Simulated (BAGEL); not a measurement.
**GeH2Cl (SMILES [Cl][GeH2]) at UHF/def2-TZVPP (density fitting with qzvpp-jkfit)**

Aim: the vertical ionisation energy of GeH2Cl at UHF/def2-TZVPP (density fitting with qzvpp-jkfit), from 2 runs. 

Program for the calculation: BAGEL 1.2.2.

2 further runs of the same task are left out: 2 that didn't finish.

## 1. Starting point

GeH2Cl has 4 atoms, charge 0, and is taken as a doublet. SMILES: `[Cl][GeH2]`. Geometry: relaxed at PBE0-D4/def2-TZVP.

Bond lengths: Cl1–Ge2 2.156 Å, Ge2–H3 1.546 Å, Ge2–H4 1.546 Å. Angles: Cl1–Ge2–H3 106.8°, Cl1–Ge2–H4 106.8°, H3–Ge2–H4 112.3°.

## 2. A single-point energy at UHF/def2-TZVPP (density fitting with qzvpp-jkfit)

Input file hf.json:

```json
{ "bagel" : [

{
  "title" : "molecule",
  "basis" : "tzvpp",
  "df_basis" : "qzvpp-jkfit",
  "angstrom" : true,
  "geometry" : [
    { "atom" : "Cl", "xyz" : [      -1.562900,       0.305200,       0.993500 ] },
    { "atom" : "Ge", "xyz" : [       0.106700,      -0.451100,      -0.141600 ] },
    { "atom" : "H", "xyz" : [       0.072700,       0.259600,      -1.514200 ] },
    { "atom" : "H", "xyz" : [       1.383400,      -0.113700,       0.662300 ] }
  ]
},

{ "title" : "uhf", "nopen" : 1 },

{ "title" : "print", "file" : "orbitals.molden", "orbitals" : true }

]}
```

On the command line:

```bash
$ BAGEL_NUM_THREADS=1 BAGEL hf.json > hf.out
```

The log of the run:

```text
* using 1 threads per process

  ===============================================================
  ===============================================================

  *** Geometry ***

  { "atom" : "Cl", "xyz" : [     -2.953453,      0.576744,      1.877443 ] },
  { "atom" : "Ge", "xyz" : [      0.201634,     -0.852455,     -0.267585 ] },
  { "atom" : "H", "xyz" : [      0.137383,      0.490573,     -2.861423 ] },
  { "atom" : "H", "xyz" : [      2.614247,     -0.214862,      1.251566 ] },

  Number of auxiliary basis functions:      430

  Since a DF basis is specified, we compute 2- and 3-index integrals:
    o Being stored without compression. Storage requirement is 0.048 GB

  Number of basis functions:      118
  Number of electrons      :       51

    * METHOD: MOLECULE                             0.25

  *** Open-shell HF ***

  === Nuclear Repulsion ===
   161.6472762639

      * DIIS with orbital gradients will be used.

  === UHF iteration (tzvpp) ===
      0      -2535.98921800          0.01493946           0.18
      1      -2536.04109206          0.00687828           0.18
      2      -2536.05024786          0.00337148           0.18
      3      -2536.05239816          0.00072410           0.18
      4      -2536.05274594          0.00036877           0.18
      5      -2536.05281390          0.00009265           0.18
      6      -2536.05282886          0.00002835           0.18
      7      -2536.05283147          0.00001358           0.18
      8      -2536.05283220          0.00000622           0.18
      9      -2536.05283248          0.00000198           0.18
     10      -2536.05283250          0.00000097           0.18
     11      -2536.05283251          0.00000056           0.18
     12      -2536.05283251          0.00000020           0.18
     13      -2536.05283251          0.00000010           0.18
     14      -2536.05283251          0.00000004           0.18
     15      -2536.05283251          0.00000002           0.18
     16      -2536.05283251          0.00000001           0.18
     17      -2536.05283251          0.00000001           0.18
    * SCF iteration converged.

    * S^2 (UHF) is 0.7550

    * Permanent dipole moment:
           (   -0.623450,     0.299706,     0.426762) a.u.

    * METHOD: UHF                                  3.56

    * METHOD: PRINT                                0.03

  ===============================================================
```

Wall time 4.2 s (1 thread of Arm Neoverse V1, shared host); peak memory 0.15 GiB.

## 3. The singlet cation, same level

Input file job.json:

```json
{ "bagel" : [

{
  "title" : "molecule",
  "basis" : "tzvpp",
  "df_basis" : "qzvpp-jkfit",
  "angstrom" : true,
  "geometry" : [
    { "atom" : "Cl", "xyz" : [      -1.562900,       0.305200,       0.993500 ] },
    { "atom" : "Ge", "xyz" : [       0.106700,      -0.451100,      -0.141600 ] },
    { "atom" : "H", "xyz" : [       0.072700,       0.259600,      -1.514200 ] },
    { "atom" : "H", "xyz" : [       1.383400,      -0.113700,       0.662300 ] }
  ]
},

{
  "title" : "hf",
  "charge" : 1
},

{
  "title" : "print",
  "file" : "orbitals.molden",
  "orbitals" : true
}

]}
```

On the command line:

```bash
$ BAGEL_NUM_THREADS=1 BAGEL job.json > job.out
```

The log of the run:

```text
* using 1 threads per process

  ===============================================================
  ===============================================================

  *** Geometry ***

  { "atom" : "Cl", "xyz" : [     -2.953453,      0.576744,      1.877443 ] },
  { "atom" : "Ge", "xyz" : [      0.201634,     -0.852455,     -0.267585 ] },
  { "atom" : "H", "xyz" : [      0.137383,      0.490573,     -2.861423 ] },
  { "atom" : "H", "xyz" : [      2.614247,     -0.214862,      1.251566 ] },

  Number of auxiliary basis functions:      430

  Since a DF basis is specified, we compute 2- and 3-index integrals:
    o Being stored without compression. Storage requirement is 0.048 GB

  Number of basis functions:      118
  Number of electrons      :       51

    * METHOD: MOLECULE                             0.25

  *** RHF ***

  === Nuclear Repulsion ===
   161.6472762639

      * DIIS with orbital gradients will be used.

  === RHF iteration (tzvpp) ===
      0      -2535.63009761          0.01088541           0.09
      1      -2535.70780458          0.00586132           0.09
      2      -2535.72997780          0.00102941           0.09
      3      -2535.73093851          0.00036177           0.09
      4      -2535.73104752          0.00012270           0.09
      5      -2535.73107181          0.00004489           0.09
      6      -2535.73107760          0.00001533           0.09
      7      -2535.73107825          0.00000490           0.09
      8      -2535.73107830          0.00000142           0.09
      9      -2535.73107831          0.00000044           0.09
     10      -2535.73107831          0.00000018           0.09
     11      -2535.73107831          0.00000007           0.09
     12      -2535.73107831          0.00000003           0.09
     13      -2535.73107831          0.00000002           0.09
     14      -2535.73107831          0.00000001           0.09
    * SCF iteration converged.

    * Permanent dipole moment:
           (   -1.119443,     0.800484,     0.811370) a.u.

    * METHOD: HF                                   1.61

    * METHOD: PRINT                                0.03

  ===============================================================
```

Wall time 2 s (1 thread of Arm Neoverse V1, shared host); peak memory 0.15 GiB.

## 4. Summary of results

Level: UHF/def2-TZVPP (density fitting with qzvpp-jkfit).

| quantity | value |
| --- | --- |
| doublet GeH2Cl: total energy | -2536.05283 Eh |
| doublet GeH2Cl: dipole moment | 2.07 D |
| doublet GeH2Cl: ⟨S²⟩ | 0.755 |
| singlet cation: total energy | -2535.73108 Eh |
| singlet cation: HOMO energy | -18.30 eV |
| singlet cation: LUMO energy | -7.93 eV |
| singlet cation: HOMO–LUMO gap | 10.37 eV |
| vertical ionisation energy (to the singlet cation) | 8.755 eV |

What this shows: Removing an electron at fixed nuclei costs 8.76 eV (845 kJ/mol). Only the singlet of the ionised species was computed; a triplet could lie lower.
